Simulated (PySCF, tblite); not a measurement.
# BH₂O₃−, a cluster model of a defect (boric unit): NMR shifts, core binding energies and electronic excitations

What NMR shifts, core binding energies and electronic excitations should one expect for `[O-]B(O)O`? It is drawn as: deprotonated.

Programs: tblite 0.8.0 and PySCF 2.14.0. All values are calculated, for the isolated system unless a continuum is named. Atoms count from 0, parts from 1.

## (1) Starting point

6 atoms, charge -1, multiplicity 1; geometry: distance geometry start.

## (2) Relaxing the cluster with GFN2-xTB

Job settings and geometry (Å):

```
{"job": {"kind": "relax", "xc": "GFN2-xTB", "basis": "xTB"}, "charge": -1, "multiplicity": 1}
O      0.268225     1.469207    -0.069300
B     -0.122557     2.613513    -0.905792
O      0.980458     3.560787    -1.255095
O     -1.124933     2.341213    -1.986584
H      1.089460     0.939384    -0.160650
H      1.793181     3.312175    -1.734234
```

Method: GFN2-xTB geometry optimisation, gas phase.

Started as:

```bash
> OMP_NUM_THREADS=1 python cluster_run.py task.json out
```

One launch serves the whole session: the jobs run in the order shown.

The log of the run:

```text
step      E/eV     max force
  0    -399.45673    7.254
  1    -400.61077    4.302
  2    -400.19614   15.188
  3    -401.04512    1.413
  4    -401.10437    0.673
  5    -401.13139    0.322
  6    -401.13535    0.277
  7    -401.14681    0.298
  8    -401.15346    0.333
  9    -401.16610    0.532
 10    -401.17927    0.572
 11    -401.19182    0.465
 12    -401.20421    0.456
 13    -401.21797    0.498
 14    -401.23308    0.545
 15    -401.24564    1.002
 16    -401.26318    0.685
 17    -401.28131    0.560
 18    -401.31038    0.477
 19    -401.32287    0.821
 20    -401.35175    0.662
 21    -401.36116    0.533
 22    -401.36422    0.253
 23    -401.36758    0.235
 24    -401.37252    0.371
 25    -401.37631    0.222
 26    -401.37883    0.117
 27    -401.37973    0.103
 28    -401.38079    0.156
 29    -401.38193    0.134
 30    -401.38411    0.263
 31    -401.38973    0.479
 32    -401.37579    2.028
 33    -401.40849    0.604
 34    -401.42673    0.574
 35    -401.38518    2.442
 36    -401.42821    0.984
 37    -401.36941    1.855
 38    -401.48075    0.672
 39    -401.47666    1.996
 40    -401.51304    0.533
 41    -401.53400    0.445
 42    -401.52823    1.760
 43    -401.57090    0.368
 44    -401.58513    0.510
 45    -401.58335    1.638
 46    -401.61138    0.357
 47    -401.61852    0.368
 48    -401.62802    0.473
 49    -401.63152    0.258
 50    -401.63423    0.318
 51    -401.63781    0.189
 52    -401.63928    0.122
 53    -401.64018    0.124
 54    -401.64137    0.106
 55    -401.64199    0.104
 56    -401.64302    0.071
 57    -401.64362    0.065
 58    -401.64383    0.034
 59    -401.64391    0.026
 60    -401.64395    0.027
 61    -401.64398    0.019
 62    -401.64399    0.009
 63    -401.64399    0.002
```

Wall time 0.56 s (1 thread of Arm Neoverse N1, shared host).

Relaxation path: (the energy doesn't fall at every step)

| step | energy from step 0 (eV) | largest force (eV/Å) |
| --- | --- | --- |
| 0 | 0.0000 | 7.2542 |
| 2 | -0.7394 | 15.1883 |
| 4 | -1.6476 | 0.6737 |
| 6 | -1.6786 | 0.2769 |
| 8 | -1.6967 | 0.3328 |
| 10 | -1.7225 | 0.5718 |
| 12 | -1.7475 | 0.4559 |
| 14 | -1.7763 | 0.5452 |
| 16 | -1.8064 | 0.6852 |
| 18 | -1.8537 | 0.4778 |
| 20 | -1.8950 | 0.6621 |
| 22 | -1.9075 | 0.2524 |
| 24 | -1.9158 | 0.3708 |
| 26 | -1.9221 | 0.1171 |
| 28 | -1.9241 | 0.1556 |
| 30 | -1.9274 | 0.2627 |
| 32 | -1.9191 | 2.0275 |
| 34 | -1.9700 | 0.5739 |
| 36 | -1.9715 | 0.9836 |
| 38 | -2.0240 | 0.6726 |
| 40 | -2.0563 | 0.5325 |
| 42 | -2.0715 | 1.7595 |
| 44 | -2.1284 | 0.5097 |
| 46 | -2.1547 | 0.3563 |
| 48 | -2.1713 | 0.4724 |
| 50 | -2.1775 | 0.3189 |
| 52 | -2.1825 | 0.1222 |
| 54 | -2.1846 | 0.1052 |
| 56 | -2.1863 | 0.0702 |
| 58 | -2.1871 | 0.0342 |
| 60 | -2.1872 | 0.0265 |
| 62 | -2.1873 | 0.0099 |
| 63 | -2.1873 | 0.0022 |

Distances of close pairs at the start and the end, largest changes first:

| bond | before (Å) | after (Å) | change (Å) |
| --- | --- | --- | --- |
| B1–O3 | 1.499 | 1.264 | -0.235 |
| O0–H4 | 0.982 | 0.956 | -0.025 |
| O0–B1 | 1.470 | 1.449 | -0.021 |
| O2–H5 | 0.976 | 0.956 | -0.020 |
| B1–O2 | 1.495 | 1.492 | -0.004 |

## (3) Geometry optimisation at PBE0-D3(BJ)/def2-SVP

Job settings and geometry (Å):

```
{"job": {"xc": "PBE0", "basis": "def2-SVP", "d3": "d3bj", "grid": 2, "kind": "geom", "shake": 0.01}, "charge": -1, "multiplicity": 1}
O     -0.340685    -1.097777     0.888702
B     -0.447041    -0.068501    -0.155064
O      0.858871     0.626264    -0.200567
O     -1.383522     0.217183    -0.910271
H      0.518975    -1.005418     1.234247
H      0.814442     1.296244    -0.880139
```

The log of the run:

```text
step   0  E = -251.41709931  max force = 0.055683
step   1  E = -251.42030797  max force = 0.008225
step   2  E = -251.42104492  max force = 0.010117
step   3  E = -251.42211631  max force = 0.003410
step   4  E = -251.42213215  max force = 0.002301
step   5  E = -251.42219639  max force = 0.000719
step   6  E = -251.42220169  max force = 0.000194
optimisation converged
```

It took 18 s on 1 thread of Arm Neoverse N1, shared host; peak memory 0.36 GiB.

Along the way:

| step | energy from step 0 (eV) | largest force component (eV/Å) |
| --- | --- | --- |
| 0 | 0.0000 | 2.8633 |
| 1 | -0.0873 | 0.4229 |
| 2 | -0.1074 | 0.5202 |
| 3 | -0.1365 | 0.1753 |
| 4 | -0.1370 | 0.1183 |
| 5 | -0.1387 | 0.0370 |
| 6 | -0.1388 | 0.0100 |

Distances of close pairs at the start and the end, largest changes first:

| bond | before (Å) | after (Å) | change (Å) |
| --- | --- | --- | --- |
| B1–O3 | 1.237 | 1.281 | +0.044 |
| O0–B1 | 1.470 | 1.437 | -0.033 |
| O0–H4 | 0.931 | 0.961 | +0.030 |
| B1–O2 | 1.480 | 1.457 | -0.023 |
| O2–H5 | 0.955 | 0.962 | +0.006 |

The end geometry stands in the next job.

| at the end point | value |
| --- | --- |
| point group (found at 0.08 Å tolerance) | Cs |
| rotational constants (GHz, main isotopes) | 10.636, 9.756, 5.089 |

## (4) Nuclear shieldings: PBE0/aug-pcSseg-2

Job settings and geometry (Å):

```
{"job": {"kind": "nmr", "xc": "PBE0", "basis": "aug-pcSseg-2"}, "charge": -1, "multiplicity": 1}
O      0.514947    -1.244321    -0.479396
B     -0.295714    -0.069965    -0.313030
O      0.261913     0.719414     0.776711
O     -1.333819     0.260519    -0.986671
H      1.213577    -1.166950     0.176392
H     -0.339897     1.468905     0.803066
```

With the program's defaults for keys left out, this is: GIAO PBE0/aug-pcSseg-2 NMR shielding, non-relativistic, gas phase.

The log of the run:

```text
coarse grid: 5584 points
cycle   1  E = -251.4552718672  dE =  4.933e-01  |g| = 1.239e+00  |ddm| = 1.902e+00
cycle   2  E = -246.1923078187  dE =  5.263e+00  |g| = 3.411e+00  |ddm| = 4.285e+02
cycle   3  E = -251.5530751079  dE = -5.361e+00  |g| = 9.622e-01  |ddm| = 4.285e+02
cycle   4  E = -251.7403544329  dE = -1.873e-01  |g| = 2.015e-01  |ddm| = 7.031e-01
cycle   5  E = -251.7504176025  dE = -1.006e-02  |g| = 1.255e-01  |ddm| = 4.878e-01
cycle   6  E = -251.7531426395  dE = -2.725e-03  |g| = 4.024e-02  |ddm| = 2.326e-01
cycle   7  E = -251.7534288023  dE = -2.862e-04  |g| = 9.679e-03  |ddm| = 4.151e-02
cycle   8  E = -251.7534425146  dE = -1.371e-05  |g| = 3.888e-03  |ddm| = 8.210e-03
cycle   9  E = -251.7534451410  dE = -2.626e-06  |g| = 8.806e-04  |ddm| = 4.601e-03
final grid: 55576 points
cycle  10  E = -251.7447408408  dE = -7.588e-05  |g| = 8.527e-03  |ddm| = 1.230e-01
cycle  11  E = -251.7447126356  dE =  2.821e-05  |g| = 1.515e-02  |ddm| = 1.635e-02
cycle  12  E = -251.7447526723  dE = -4.004e-05  |g| = 1.361e-03  |ddm| = 1.053e-02
cycle  13  E = -251.7447529492  dE = -2.769e-07  |g| = 5.991e-04  |ddm| = 1.305e-03
cycle  14  E = -251.7447530074  dE = -5.823e-08  |g| = 8.276e-05  |ddm| = 3.809e-04
cycle  15  E = -251.7447530087  dE = -1.305e-09  |g| = 2.556e-05  |ddm| = 1.751e-04
cycle  16  E = -251.7447530088  dE = -1.074e-10  |g| = 1.078e-05  |ddm| = 3.872e-05
converged SCF energy = -251.7447530088

GIAO shielding tensors (ppm)
atom      isotropic    diamagn.    paramagn.     s11        s22        s33       span
  0 O      264.319     380.552    -116.234    231.145    256.908    304.903     73.758
  1 B       82.362     193.968    -111.605     37.822     76.376    132.887     95.065
  2 O      242.127     391.663    -149.536    187.959    219.264    319.157    131.198
  3 O      191.105     390.214    -199.109     55.632    219.936    297.748    242.116
  4 H       30.580      31.843      -1.263     22.723     29.170     39.848     17.125
  5 H       30.480      34.044      -3.564     24.507     26.928     40.004     15.498
```

Wall time 30 s (1 thread of Arm Neoverse N1, shared host); peak memory 0.8 GiB.

No reference compound was run at this level, so shieldings alone are listed.

| atoms | environment | σ (ppm) |
| --- | --- | --- |
| H5 | hydrogen on an oxygen bonded to B | 30.48 |
| H4 | hydrogen on an oxygen bonded to B | 30.58 |
| O3 | oxygen bonded to B | 191.1 |
| O2 | oxygen bonded to B, H | 242.1 |
| O0 | oxygen bonded to B, H | 264.3 |
| B1 | boron bonded to 3 O | 82.4 |

The run also stored atomic charges by several schemes (e):

| atoms | IAO | Hirshfeld | ESP fit |
| --- | --- | --- | --- |
| O0 | -0.68 | -0.35 | -0.80 |
| B1 | 0.52 | 0.11 | 0.91 |
| O2 | -0.72 | -0.37 | -0.86 |
| O3 | -0.80 | -0.60 | -0.98 |

Mulliken charges and Mayer bond orders break down with diffuse functions, so they are left out here.

With diffuse functions Mulliken charges and Mayer bond orders lose their meaning; the other schemes are steadier.

## (5) Core-electron binding energies: SCAN, X2C

Same as in step 4 but for these lines:

```diff
@@ -1,2 +1,2 @@
-{"job": {"kind": "nmr", "xc": "PBE0", "basis": "aug-pcSseg-2"}, "charge": -1, "multiplicity": 1}
+{"job": {"kind": "xps", "holes": 5, "basis": "aug-pcX-2", "basis_other": "aug-pcseg-1"}, "charge": -1, "multiplicity": 1}
 O      0.514947    -1.244321    -0.479396
```

Level: delta-SCF UKS SCAN, aug-pcX-2 on the ionised atom, aug-pcseg-1 elsewhere, spin-free X2C.

The log of the run:

```text
ground state, core basis on atom 0 (O), 148 functions
  cycle   1  E = -251.67113671  |g| = 1.26e+00
  cycle   2  E = -244.47934918  |g| = 3.93e+00
  cycle   3  E = -251.72581677  |g| = 1.10e+00
  cycle   4  E = -251.97445415  |g| = 2.45e-01
  cycle   5  E = -251.98091210  |g| = 1.79e-01
  cycle   6  E = -251.98725843  |g| = 3.61e-02
  cycle   7  E = -251.98748461  |g| = 1.29e-02
  cycle   8  E = -251.98751186  |g| = 4.22e-03
  cycle   9  E = -251.98751588  |g| = 4.99e-04
  E(ground) = -251.99568532 Eh
hole in O 1s of atom 0
  cycle   1  E = -231.59448698  |g| = 2.22e+00
  cycle   2  E = -229.24798820  |g| = 2.72e+00
  cycle   3  E = -231.69309632  |g| = 1.29e+00
  cycle   4  E = -232.34809919  |g| = 3.88e-01
  cycle   5  E = -232.37728652  |g| = 2.44e-01
  cycle   6  E = -232.39805287  |g| = 8.90e-02
  cycle   7  E = -232.40079515  |g| = 2.03e-02
  cycle   8  E = -232.40096604  |g| = 3.72e-03
  cycle   9  E = -232.40097252  |g| = 1.11e-03
  cycle  10  E = -232.40097399  |g| = 3.16e-04
  E(ion) = -232.41021502 Eh   <S^2> = 0.7619   hole on atom = 1.000   binding energy = 532.948 eV
ground state, core basis on atom 1 (B), 148 functions
  cycle   1  E = -251.95652274  |g| = 8.49e-02
  cycle   2  E = -251.95450047  |g| = 1.28e-01
  cycle   3  E = -251.95743222  |g| = 1.67e-02
  cycle   4  E = -251.95746760  |g| = 1.02e-02
  cycle   5  E = -251.95748630  |g| = 2.04e-03
  cycle   6  E = -251.95748711  |g| = 2.05e-04
  E(ground) = -251.96932181 Eh
hole in B 1s of atom 1
  cycle   1  E = -244.55720337  |g| = 1.18e+00
  cycle   2  E = -243.96294206  |g| = 1.62e+00
  cycle   3  E = -244.79030910  |g| = 6.16e-01
  cycle   4  E = -244.89028460  |g| = 3.47e-01
  cycle   5  E = -244.93148001  |g| = 1.43e-01
  cycle   6  E = -244.93928126  |g| = 2.22e-02
  cycle   7  E = -244.93945349  |g| = 6.42e-03
  cycle   8  E = -244.93947457  |g| = 3.97e-03
  cycle   9  E = -244.93947995  |g| = 2.39e-03
  cycle  10  E = -244.93948423  |g| = 6.97e-04
  cycle  11  E = -244.93948515  |g| = 1.80e-04
  E(ion) = -244.95140400 Eh   <S^2> = 0.7733   hole on atom = 1.000   binding energy = 190.967 eV
ground state, core basis on atom 2 (O), 148 functions
  cycle   1  E = -251.98677823  |g| = 1.05e-01
  cycle   2  E = -251.98517921  |g| = 1.09e-01
  cycle   3  E = -251.98654358  |g| = 6.17e-02
  cycle   4  E = -251.98716127  |g| = 1.88e-02
  cycle   5  E = -251.98723063  |g| = 1.14e-03
  cycle   6  E = -251.98722930  |g| = 5.24e-04
  cycle   7  E = -251.98723078  |g| = 7.79e-05
  E(ground) = -251.99525466 Eh
hole in O 1s of atom 2
  cycle   1  E = -231.59429314  |g| = 2.22e+00
  cycle   2  E = -230.39961998  |g| = 2.54e+00
  cycle   3  E = -231.96948661  |g| = 1.03e+00
  cycle   4  E = -232.29885410  |g| = 5.32e-01
  cycle   5  E = -232.39335876  |g| = 1.57e-01
  cycle   6  E = -232.40075343  |g| = 8.45e-02
  cycle   7  E = -232.40324837  |g| = 1.66e-02
  cycle   8  E = -232.40336176  |g| = 4.46e-03
  cycle   9  E = -232.40336947  |g| = 8.05e-04
  cycle  10  E = -232.40337116  |g| = 2.18e-04
  E(ion) = -232.41230763 Eh   <S^2> = 0.7623   hole on atom = 1.000   binding energy = 532.879 eV
ground state, core basis on atom 3 (O), 148 functions
  cycle   1  E = -251.98452482  |g| = 1.35e-01
  cycle   2  E = -251.97618754  |g| = 2.34e-01
  cycle   3  E = -251.98581670  |g| = 5.15e-02
  cycle   4  E = -251.98614997  |g| = 2.97e-02
  cycle   5  E = -251.98630670  |g| = 2.47e-03
  cycle   6  E = -251.98630749  |g| = 7.35e-04
  cycle   7  E = -251.98630754  |g| = 2.49e-04
  E(ground) = -251.99427553 Eh
hole in O 1s of atom 3
  cycle   1  E = -231.69579527  |g| = 2.23e+00
  cycle   2  E = -231.37466323  |g| = 2.16e+00
  cycle   3  E = -232.47576892  |g| = 4.25e-01
  cycle   4  E = -232.48446535  |g| = 3.49e-01
  cycle   5  E = -232.52891233  |g| = 3.91e-02
  cycle   6  E = -232.52925817  |g| = 2.50e-02
  cycle   7  E = -232.52947473  |g| = 8.19e-03
  cycle   8  E = -232.52949963  |g| = 2.17e-03
  cycle   9  E = -232.52950166  |g| = 4.39e-04
  E(ion) = -232.53850304 Eh   <S^2> = 0.7630   hole on atom = 1.000   binding energy = 529.419 eV
```

Run time: 31 s. Hardware: 1 thread of Arm Neoverse N1, shared host; peak memory 0.44 GiB.

Binding energies by hole, beside the orbital energy of the ground state; the difference holds orbital relaxation and, for a density functional, its self-interaction error:

| hole | stands for | environment | ΔSCF (eV) | −ε (eV) | ⟨S²⟩ |
| --- | --- | --- | --- | --- | --- |
| O1s on O0 | O0 | oxygen bonded to B, H | 532.95 | 510.9 | 0.762 |
| B1s on B1 | B1 | boron bonded to 3 O | 190.97 | 174.5 | 0.773 |
| O1s on O2 | O2 | oxygen bonded to B, H | 532.88 | 510.9 | 0.762 |
| O1s on O3 | O3 | oxygen bonded to B | 529.42 | 508.1 | 0.763 |

## (6) Excited states and response: CAM-B3LYP/def2-SVPD

Job settings and geometry (Å):

```
{"job": {"kind": "uv", "xc": "CAM-B3LYP", "basis": "def2-SVPD", "nstates": 6, "ntriplets": 2, "ip": true}, "charge": -1, "multiplicity": 1}
O      0.514947    -1.244321    -0.479396
B     -0.295714    -0.069965    -0.313030
O      0.261913     0.719414     0.776711
O     -1.333819     0.260519    -0.986671
H      1.213577    -1.166950     0.176392
H     -0.339897     1.468905     0.803066
```

Level: TDDFT CAM-B3LYP/def2-SVPD, vertical, gas phase, core orbitals frozen in the response.

The log of the run:

```text
coarse grid: 5584 points
cycle   1  E = -251.3225218972  dE =  4.419e-01  |g| = 1.178e+00  |ddm| = 2.926e+00
cycle   2  E = -250.9494416526  dE =  3.731e-01  |g| = 1.819e+00  |ddm| = 4.815e+00
cycle   3  E = -251.5988561026  dE = -6.494e-01  |g| = 2.351e-01  |ddm| = 4.240e+00
cycle   4  E = -251.6080855740  dE = -9.229e-03  |g| = 8.602e-02  |ddm| = 2.063e-01
cycle   5  E = -251.6094761611  dE = -1.391e-03  |g| = 9.031e-03  |ddm| = 1.272e-01
cycle   6  E = -251.6095022411  dE = -2.608e-05  |g| = 3.243e-03  |ddm| = 3.727e-02
cycle   7  E = -251.6095061336  dE = -3.892e-06  |g| = 7.496e-04  |ddm| = 1.622e-02
final grid: 55576 points
cycle   8  E = -251.6651939578  dE = -2.721e-05  |g| = 3.184e-03  |ddm| = 2.683e-02
cycle   9  E = -251.6651927243  dE =  1.233e-06  |g| = 4.452e-03  |ddm| = 5.391e-03
cycle  10  E = -251.6651962227  dE = -3.498e-06  |g| = 3.678e-04  |ddm| = 2.956e-03
cycle  11  E = -251.6651962478  dE = -2.516e-08  |g| = 3.353e-04  |ddm| = 8.038e-04
cycle  12  E = -251.6651962698  dE = -2.195e-08  |g| = 5.600e-05  |ddm| = 3.997e-04
cycle  13  E = -251.6651962708  dE = -1.050e-09  |g| = 1.832e-05  |ddm| = 1.693e-04
cycle  14  E = -251.6651962710  dE = -1.240e-10  |g| = 9.223e-06  |ddm| = 7.687e-05
converged SCF energy = -251.6651962710

Static polarisability (au): isotropic 36.790, principal 29.800 39.561 41.010

Singlet excitations
state   eV       nm        f      main configurations
  1   4.5381    273.2   0.05028   H->L 0.96
  2   5.0092    247.5   0.00317   H-1->L 0.95
  3   6.1202    202.6   0.00951   H->L+1 0.93
  4   6.2998    196.8   0.00053   H-1->L+1 0.49, H-2->L 0.42
  5   6.4293    192.8   0.00049   H->L+2 0.91
  6   6.7020    185.0   0.00359   H-2->L 0.48, H-1->L+1 0.44

Triplet excitations (Tamm-Dancoff, eV): 4.4264 4.9251
Vertical ionisation energy (delta-SCF) = 3.6979 eV
```

Wall time 23 s (1 thread of Arm Neoverse N1, shared host); peak memory 0.47 GiB.

Frontier orbitals and where they lie:

| orbital | eV | atoms |
| --- | --- | --- |
| HOMO−3 | -5.27 | O3 74 %, B1 14 %, O2 7 % |
| HOMO−2 | -4.98 | O0 46 %, O2 42 %, B1 6 % |
| HOMO−1 | -3.16 | O3 68 %, B1 15 %, O2 8 % |
| HOMO | -2.63 | O3 76 %, B1 11 %, O2 9 % |
| LUMO | 4.62 | B1 64 %, O2 11 %, O0 10 % |
| LUMO+1 | 5.97 | O2 38 %, O0 30 %, H4 12 % |
| LUMO+2 | 6.52 | O2 32 %, O0 24 %, O3 19 % |

With each of the 6 states as a Gaussian band of 0.4 eV half-width at 1/e, the curve within the window shown has maxima at 273 nm (ε 2,100), 201 nm (ε 440) L/(mol cm). Beyond the last state computed it falls off for lack of states. The curve at chosen wavelengths:

(nm, ε (L/mol/cm)): (177, 89), (182, 167), (188, 260), (193, 346), (199, 430), (204, 418), (210, 301), (215, 184), (221, 92), (226, 70), (232, 109), (237, 200), (243, 404), (248, 671), (254, 1096), (259, 1482), (265, 1868), (270, 2044), (276, 2032), (281, 1855), (287, 1515), (292, 1193), (298, 833), (303, 584), (309, 360), (314, 231)

Further results of this job:

| property | computed |
| --- | --- |
| polarisability (Å³) | 5.45 |
| HOMO–LUMO gap (eV) | 7.25 |
| −ε(HOMO) (eV) | 2.63 |

## (7) Summary of results

```
                                 quantity                                                        value
                              point group                                                           Cs
     rotational constants (main isotopes)                                        10.64, 9.76, 5.09 GHz
shieldings of H, O, B (PBE0/aug-pcSseg-2)  H5 30.5, H4 30.6, O3 191.1, O2 242.1, O0 264.3, B1 82.4 ppm
     O1s binding energies, SCAN/aug-pcX-2                           O0 532.95, O2 532.88, O3 529.42 eV
     B1s binding energies, SCAN/aug-pcX-2                                                 B1 190.97 eV
     lowest singlet (CAM-B3LYP/def2-SVPD)                                  4.54 eV (273 nm), f = 0.050
                           lowest triplet                                                      4.43 eV
        vertical ionisation energy (ΔSCF)                                                      3.70 eV
```

In words: Relaxing lowered the energy by 0.139 eV in 6 steps; the close pair that moved most is B1–O3, from 1.237 to 1.281 Å (PBE0/def2-SVP). At PBE0/aug-pcSseg-2: The widest tensor belongs to O3: span 242 ppm, with a paramagnetic part of -199 ppm. O0 (oxygen bonded to B, H) binds its O1s electron 3.53 eV more tightly than O3 (oxygen bonded to B). The lowest singlet, at 4.54 eV, is HOMO→LUMO 0.96 and is bright. The lowest triplet lies 0.11 eV below the lowest singlet (triplets in Tamm-Dancoff, singlets in full TDDFT). In the gas-phase run even the lowest singlet lies above the computed detachment energy of this anion, so its states are not to be taken as bound. At CAM-B3LYP/def2-SVPD, all states lie near or above the ionisation energy, where they hang on the basis. The orbital energy would give 2.63 eV for ionisation, ΔSCF gives 3.70 eV.
